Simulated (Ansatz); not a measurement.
# TiSn5: what a guessed cell relaxes into

Aim: relax a trial structure of TiSn5 and see where it ends.

Program: Ansatz 0.2.0. Level of theory: DFT PBE, scalar-relativistic, plane waves, PAW. These are calculated values, not measurements.

## (1) The system as given

Symmetry: R-3m, No. 166, trigonal system. The conventional cell has a = 6.366 Å, b = 6.366 Å, c = 14.332 Å, α = 90.00°, β = 90.00°, γ = 120.00°. Around Ti (site symmetry -3m) lie 2 Sn at 1.68 Å. Sn (site symmetry 3m) is surrounded by 1 Sn at 1.88 Å. Around Sn (site symmetry 3m) lie 1 Ti at 1.68 Å and 1 Sn at 1.88 Å. Around Sn (site symmetry -3m) lie 14 Sn at 3.60 to 3.86 Å.

As a file:

```
Ti Sn
1.0
     3.18315    1.83779    4.77750
    -3.18315    1.83779    4.77750
     0.00000   -3.67559    4.77750
Ti Sn
1 5
Direct
  0.00000 0.00000 0.00000
  0.75126 0.75126 0.75126
  0.24874 0.24874 0.24874
  0.88258 0.88258 0.88258
  0.11742 0.11742 0.11742
  0.50000 0.50000 0.50000
```

Recipe of the guess: random cell by space group and Wyckoff sites (R-3m, No. 166). Lengths come from tabulated atomic sizes and are only a guess.

## (2) A first look at the guess

The input, input.yaml:

```yaml
crystal:
  lattice:
    - [3.18315043, 1.83779276, 4.77749903]
    - [-3.18315043, 1.83779276, 4.77749903]
    - [0.0, -3.67558552, 4.77749903]
  atoms:
    - { symbol: Ti, position: [0.0, 0.0, 0.0] }
    - { symbol: Sn, position: [0.75125689, 0.75125689, 0.75125689] }
    - { symbol: Sn, position: [0.24874311, 0.24874311, 0.24874311] }
    - { symbol: Sn, position: [0.8825835, 0.8825835, 0.8825835] }
    - { symbol: Sn, position: [0.1174165, 0.1174165, 0.1174165] }
    - { symbol: Sn, position: [0.5, 0.5, 0.5] }
basis:
  ecutwfc: 420
kpoints:
  mp_grid: { grid: [3, 3, 3] }
hamiltonian:
  xc: pbe
scf:
  occupations: { method: gaussian, width: 0.1 }
  lower_state_search: "off"
output:
  forces: true
  stress: true
  eigenvalues: true
```

On the command line:

```console
> ansatz run input.yaml --threads 1 --pin off --max-ram 2560MiB --backend cpu --events-out ev --progress --plain --runs-dir out
```

The session goes on with these runs: coarse relaxation; spin check on a coarse mesh; final relaxation.

Q: Predict the outcome of this session. Wanted: conventional cell; volume; energy over the elements, grey Sn; gap on the mesh; total moment.

**Answer**, as computed:

| quantity | value |
| --- | --- |
| symmetry at the end (tolerance 0.05 Å) | space group R-3m (No. 166) |
| conventional cell | a = 5.519 Å, b = 5.519 Å, c = 18.002 Å, α = 90.00°, β = 90.00°, γ = 120.00° |
| volume | 26.38 Å³/atom |
| energy over the elements, grey Sn | +0.18 eV/atom |
| gap on the mesh | none (metal) |
| total moment | 1.39 μB/cell |

The space group R-3m (No. 166) is kept, and the volume per atom shrinks by 5.6 % from the first guess. With a positive formation energy it can't be a ground state. No finished test with a distortion of lower symmetry is shown, so the end may be a saddle point. Where forces pass 15 eV/Å atoms stand far too close, the PAW spheres overlap strongly and those numbers are rough. Other magnetic orders were not searched.
